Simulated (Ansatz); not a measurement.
# Al2Cl: the cost of one run

Computed with Ansatz 0.2.0 (DFT PBE, scalar-relativistic, plane waves, PAW, unless a step's input says otherwise).

### Step 1. The system as given

The structure is cubic, space group Fm-3m (No. 225). The conventional cell has a = 6.270 Å, b = 6.270 Å, c = 6.270 Å, α = 90.00°, β = 90.00°, γ = 90.00°. Around Al (site symmetry -43m) lie 4 Cl at 2.71 Å. Cl (site symmetry m-3m) is surrounded by 8 Al at 2.71 Å.

Coordinates:

```cif
data_structure
_symmetry_space_group_name_H-M 'Fm-3m'
_symmetry_Int_Tables_number 225
_cell_length_a 6.2697
_cell_length_b 6.2697
_cell_length_c 6.2697
_cell_angle_alpha 90.000
_cell_angle_beta 90.000
_cell_angle_gamma 90.000
_cell_volume 246.45
loop_
_atom_site_label
_atom_site_type_symbol
_atom_site_symmetry_multiplicity
_atom_site_Wyckoff_symbol
_atom_site_fract_x
_atom_site_fract_y
_atom_site_fract_z
_atom_site_occupancy
Al1 Al 8 c 0.25000 0.75000 0.75000 1
Cl1 Cl 4 b 0.50000 0.00000 0.00000 1
```

The cell is invented: random cell by space group and Wyckoff sites (Fm-3m, No. 225). The dimensions are guesses.

### Step 2. Probe: one point on a coarse mesh

The input, input.yaml:

```yaml
crystal:
  lattice:
    - [0.0, 3.13483984, 3.13483984]
    - [3.13483984, 0.0, 3.13483984]
    - [3.13483984, 3.13483984, 0.0]
  atoms:
    - { symbol: Al, position: [0.25, 0.25, 0.25] }
    - { symbol: Al, position: [0.75, 0.75, 0.75] }
    - { symbol: Cl, position: [0.5, 0.5, 0.5] }
basis:
  ecutwfc: 420
kpoints:
  mp_grid: { grid: [6, 6, 6] }
hamiltonian:
  xc: pbe
scf:
  occupations: { method: gaussian, width: 0.1 }
  lower_state_search: "off"
output:
  forces: true
  stress: true
  eigenvalues: true
```

On the command line:

```console
ansatz run input.yaml --threads 1 --pin off --max-ram 2560MiB --backend cpu --events-out ev --progress --plain --runs-dir out
```

What time and memory should one allow on 1 thread of Intel Xeon at 2.70GHz, shared host?

About 1.8 s, with a peak of 0.3 GiB.
